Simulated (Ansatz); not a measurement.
# Alloy of Si and Ge (55 of 64 Si sites exchanged), 64 atoms

Wanted: the relaxed alloy cell and its gap (PBEsol, PBE, r²SCAN, HSE06 and HSE06 with spin–orbit coupling).

Method: density functional theory in Ansatz 0.2.0, PAW datasets, plane waves.

### Step 1. The starting cell

64 atoms (55 Ge, 9 Si); a = 11.283 Å, b = 11.283 Å, c = 11.283 Å, α = 90.00°, β = 90.00°, γ = 90.00°. All atoms were shaken off their sites by about 0.02 Å along each axis.

Plan of the steps: (2) PBEsol cell relaxation at the single k point (¼, ¼, ¼), on 1 × NVIDIA GB300 Max-Q with 8 threads of Arm Neoverse-V2; (3) PBE single point at the Γ point alone, on 1 × NVIDIA GB300 Max-Q with 8 threads of Arm Neoverse-V2; (4) r²SCAN single point at the Γ point alone, on 1 × NVIDIA GB300 Max-Q with 8 threads of Arm Neoverse-V2; (5) HSE06 single point at the Γ point alone, on 1 × NVIDIA GB300 Max-Q with 8 threads of Arm Neoverse-V2; (6) HSE06 with spin–orbit coupling single point at the Γ point alone, on 1 × NVIDIA GB300 Max-Q with 8 threads of Arm Neoverse-V2.

### Step 2. PBEsol relaxation of the cell and the positions

in.yaml reads:

```yaml
crystal:
  lattice:
    - [11.283199, 0.000000, 0.000000]
    - [0.000000, 11.283199, 0.000000]
    - [0.000000, 0.000000, 11.283199]
  atoms:
    - { symbol: Ge, position: [0.000741, 0.997261, 0.001127] }
    - { symbol: Ge, position: [0.000435, 0.002199, 0.496905] }
    - { symbol: Ge, position: [0.002135, 0.500716, 0.000478] }
    - { symbol: Ge, position: [0.999773, 0.499212, 0.497929] }
    - { symbol: Ge, position: [0.500471, 0.000093, 0.996735] }
    - { symbol: Ge, position: [0.500635, 0.000059, 0.497244] }
    - { symbol: Ge, position: [0.495749, 0.501622, 0.998303] }
    - { symbol: Ge, position: [0.501169, 0.501329, 0.497126] }
    - { symbol: Ge, position: [0.126060, 0.126551, 0.126238] }
    - { symbol: Ge, position: [0.126072, 0.127083, 0.629418] }
    - { symbol: Ge, position: [0.127626, 0.626371, 0.626505] }
    - { symbol: Ge, position: [0.628492, 0.124241, 0.122104] }
    - { symbol: Ge, position: [0.623830, 0.128136, 0.623073] }
    - { symbol: Ge, position: [0.623786, 0.626489, 0.122324] }
    - { symbol: Ge, position: [0.626977, 0.623708, 0.624571] }
    - { symbol: Ge, position: [0.249099, 0.750907, 0.000997] }
    - { symbol: Ge, position: [0.249198, 0.750533, 0.499291] }
    - { symbol: Ge, position: [0.751142, 0.248679, 0.997963] }
    - { symbol: Ge, position: [0.751834, 0.253986, 0.496926] }
    - { symbol: Ge, position: [0.748438, 0.749119, 0.997824] }
    - { symbol: Ge, position: [0.749703, 0.749467, 0.500032] }
    - { symbol: Ge, position: [0.374393, 0.376361, 0.123734] }
    - { symbol: Ge, position: [0.376140, 0.873162, 0.124258] }
    - { symbol: Ge, position: [0.376222, 0.875300, 0.622326] }
    - { symbol: Ge, position: [0.874291, 0.376122, 0.124537] }
    - { symbol: Ge, position: [0.877199, 0.376684, 0.628001] }
    - { symbol: Ge, position: [0.874651, 0.872322, 0.124964] }
    - { symbol: Ge, position: [0.874874, 0.873691, 0.623824] }
    - { symbol: Ge, position: [0.253056, 0.998661, 0.249988] }
    - { symbol: Ge, position: [0.249122, 0.999802, 0.748810] }
    - { symbol: Ge, position: [0.249347, 0.501151, 0.249139] }
    - { symbol: Ge, position: [0.252048, 0.500233, 0.749064] }
    - { symbol: Ge, position: [0.752236, 0.001464, 0.250016] }
    - { symbol: Ge, position: [0.756368, 0.001861, 0.749795] }
    - { symbol: Ge, position: [0.748732, 0.500623, 0.749374] }
    - { symbol: Ge, position: [0.369949, 0.123795, 0.373104] }
    - { symbol: Ge, position: [0.373134, 0.120651, 0.873725] }
    - { symbol: Ge, position: [0.377400, 0.625694, 0.376171] }
    - { symbol: Ge, position: [0.372821, 0.626765, 0.875389] }
    - { symbol: Ge, position: [0.875425, 0.124249, 0.374272] }
    - { symbol: Ge, position: [0.874662, 0.623195, 0.372749] }
    - { symbol: Ge, position: [0.873638, 0.623489, 0.875938] }
    - { symbol: Ge, position: [0.001120, 0.250503, 0.246855] }
    - { symbol: Ge, position: [0.996705, 0.747630, 0.247203] }
    - { symbol: Ge, position: [0.000779, 0.750495, 0.746596] }
    - { symbol: Ge, position: [0.501951, 0.250475, 0.250599] }
    - { symbol: Ge, position: [0.500367, 0.752305, 0.250038] }
    - { symbol: Ge, position: [0.499590, 0.751116, 0.751888] }
    - { symbol: Ge, position: [0.121107, 0.371512, 0.374257] }
    - { symbol: Ge, position: [0.126751, 0.374237, 0.879877] }
    - { symbol: Ge, position: [0.123637, 0.873839, 0.374675] }
    - { symbol: Ge, position: [0.125110, 0.875624, 0.875574] }
    - { symbol: Ge, position: [0.623157, 0.377847, 0.375282] }
    - { symbol: Ge, position: [0.624540, 0.374451, 0.875285] }
    - { symbol: Ge, position: [0.624293, 0.877107, 0.376872] }
    - { symbol: Si, position: [0.124295, 0.624768, 0.125393] }
    - { symbol: Si, position: [0.249947, 0.251460, 0.000190] }
    - { symbol: Si, position: [0.250622, 0.250587, 0.501132] }
    - { symbol: Si, position: [0.374503, 0.373781, 0.624698] }
    - { symbol: Si, position: [0.752103, 0.498663, 0.249198] }
    - { symbol: Si, position: [0.869876, 0.124434, 0.874508] }
    - { symbol: Si, position: [0.998406, 0.249680, 0.750338] }
    - { symbol: Si, position: [0.500113, 0.250838, 0.745461] }
    - { symbol: Si, position: [0.628135, 0.873351, 0.873257] }
  symmetry: { detect: false }
kpoints:
  mp_grid: { grid: [1, 1, 1], shift: [0.25, 0.25, 0.25] }
hamiltonian:
  xc: pbesol
scf:
  occupations: { method: fermi_dirac, width: 0.01 }
relax:
  f_tol: 0.03
  max_steps: 80
  escape_saddle: false
  adjacent_minimum: "off"
  cell: { fix: [shape] }
output:
  forces: true
  eigenvalues: true
  populations: true
```

The run is started by

```sh
$ ansatz run in.yaml --threads 8 --pin off --max-ram 118750MiB --runs-dir r --events-out ev --progress --plain --backend cuda --devices 0,
```

After this run come: PBE single point; Single point with r²SCAN; HSE06 single point; HSE06 with spin–orbit coupling on the same atoms.

Q: Predict the outcome of this session. Wanted: for each run, top filled to lowest empty.

As calculated:

| level | time | k points | top filled to lowest empty (eV) |
| --- | --- | --- | --- |
| PBEsol, relaxation | 9.8 s (GPU) | (¼, ¼, ¼) | 0.70 |
| PBE | 3.2 s (GPU) | Γ | 0.24 |
| r²SCAN | 5.7 s (GPU) | Γ | 0.52 |
| HSE06 | 40 s (GPU) | Γ | 0.95 |
| HSE06 with spin–orbit coupling | 7.6 min (GPU) | Γ | 0.87 |

```
     quantity                                                                         value
   relaxation                                              5 recorded steps, 0.66 eV gained
largest shift                                                                 0.10 Å (Ge37)
 relaxed cell  a = 11.269 Å, b = 11.269 Å, c = 11.269 Å, α = 90.00°, β = 90.00°, γ = 90.00°
   mean bonds                                       Ge–Ge 2.452, Ge–Si 2.409, Si–Si 2.370 Å
```

**In words.** The relaxation lowers the energy by 0.66 eV; the largest shift is 0.10 Å (Ge37), while the volume changes by -0.4 %. The mean lengths of the listed bonds run from Si–Si 2.37 Å to Ge–Ge 2.45 Å. At the same k points, PBE gives a spacing 0.71 eV smaller and r²SCAN gives a spacing 0.43 eV smaller than the 0.95 eV of HSE06. The relaxation ran on other k points, so part of any difference from the later rows can come from the mesh. Spin–orbit coupling changes the HSE06 spacing by -0.08 eV. The HSE06 single point took about 12 times as long as the PBE one on the same kind of device. With one k point the spacing samples only the states that fold onto it, so it can exceed the gap over the zone.
